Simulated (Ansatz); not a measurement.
**C₂H₄F₂Sn: a ladder of functionals and wavefunction methods**

How much do the methods differ for C₂H₄F₂Sn? The plan is to run it at one geometry with functionals of several rungs and with coupled cluster. The yardstick is the atomisation energy at the CCSD(T) limit.

The runs use Ansatz 0.2.0, Gaussian basis; functionals in def2-TZVPP, the program's frozen cores in correlated methods.

Levels to be run: PBE-D4, r2SCAN-D4, PBE0-D4, B3LYP-D4, ωB97X-V, ωB97M-V, B2PLYP; CCSD(T)/def2-TZVPP; MP2/def2-QZVPP; extrapolation to the limit.

## 1. The relaxed structure

The geometry comes from an earlier relaxation with PBE0-D4 in a triple-zeta def2 set; it is a stationary point, not always the lowest conformer. Sn takes the def2 core potential; no spin-orbit term is included.

9 atoms, charge 0, spin multiplicity 1.

Atoms are counted from 1 here; the program's logs count them from 0.

Bond lengths: F1–Sn2 1.950 Å, Sn2–F3 1.951 Å, C4–C5 1.333 Å, C4–H6 1.084 Å, C4–H7 1.084 Å, C5–H8 1.085 Å, C5–H9 1.086 Å. Angles: F1–Sn2–F3 95.5°, C5–C4–H6 121.3°, C5–C4–H7 121.8°, H6–C4–H7 116.9°, C4–C5–H8 121.7°, C4–C5–H9 121.1°, H8–C5–H9 117.2°.

## 2. PBE-D4 (GGA)

in.yaml reads:

```yaml
crystal:
  periodic: [false, false, false]
  atoms:
    - {symbol: F, position_ang: [1.328390, -1.861200, -1.088189]}
    - {symbol: Sn, position_ang: [1.003118, -1.549431, 0.809097]}
    - {symbol: F, position_ang: [2.200874, -0.016859, 0.954900]}
    - {symbol: C, position_ang: [-0.489988, 0.524042, -0.730854]}
    - {symbol: C, position_ang: [-0.991110, 0.594503, 0.501943]}
    - {symbol: H, position_ang: [0.460078, 0.983334, -0.980141]}
    - {symbol: H, position_ang: [-1.000192, -0.008499, -1.525418]}
    - {symbol: H, position_ang: [-1.944603, 0.143110, 0.756766]}
    - {symbol: H, position_ang: [-0.478166, 1.144600, 1.284895]}
basis:
  gaussian: {orbitals: def2-TZVPP}
hamiltonian: {xc: pbe, dispersion: d4}
output: {forces: true, orbitals: {seedname: orbitals}}
```

The run is started by

```console
$ ansatz run in.yaml --threads 4 --pin off --events-out ev --progress --plain --max-ram 10444MiB
```

After this run come: r2SCAN-D4 (meta-GGA); PBE0-D4 (hybrid); B3LYP-D4 (hybrid); ωB97X-V (range-separated); ωB97M-V (range-separated); B2PLYP (double hybrid); CCSD(T) in def2-TZVPP; MP2 in def2-QZVPP.

**Question.** What will the summary of the whole plan be? Wanted: atomisation energy, CCSD(T)/CBS; farthest; mean size of error, hybrid; mean size of error, range-separated; gap, smallest and largest; T1 diagnostic; triples share of the correlation energy.

The runs gave:

| quantity | value |
| --- | --- |
| atomisation energy, CCSD(T)/CBS | 3422.5 kJ/mol |
| functionals within 34.2 kJ/mol (1.0 %) | r2SCAN-D4, B3LYP-D4, ωB97X-V, ωB97M-V |
| farthest | PBE-D4 (+66.0 kJ/mol) |
| mean size of error, hybrid | 27.8 kJ/mol |
| mean size of error, range-separated | 22.4 kJ/mol |
| gap, smallest and largest | 4.06 eV (PBE-D4), 10.09 eV (ωB97X-V) |
| T1 diagnostic | 0.0154 |
| triples share of the correlation energy | 3.3 % |

PBE-D4 is off by +66.0 kJ/mol. Double hybrids carry the basis error of their MP2 part in triple zeta, and no dispersion term here, so their miss is partly the set-up's. Misses under about 34.2 kJ/mol are within the doubt on the reference itself, which lacks core-valence correlation, spin-orbit coupling and higher excitations, and its outer-core shells are covered unevenly. All levels share the lack of spin-orbit coupling, which lowers the free heavy atoms and so the true binding. Hartree-Fock recovers 71 % of the binding; the rest is correlation. The gap grows from 4.1 to 10.1 eV across the functionals, mostly with the share of exact exchange. Correlated methods include outer-core shells of Sn, which these sets cover unevenly.
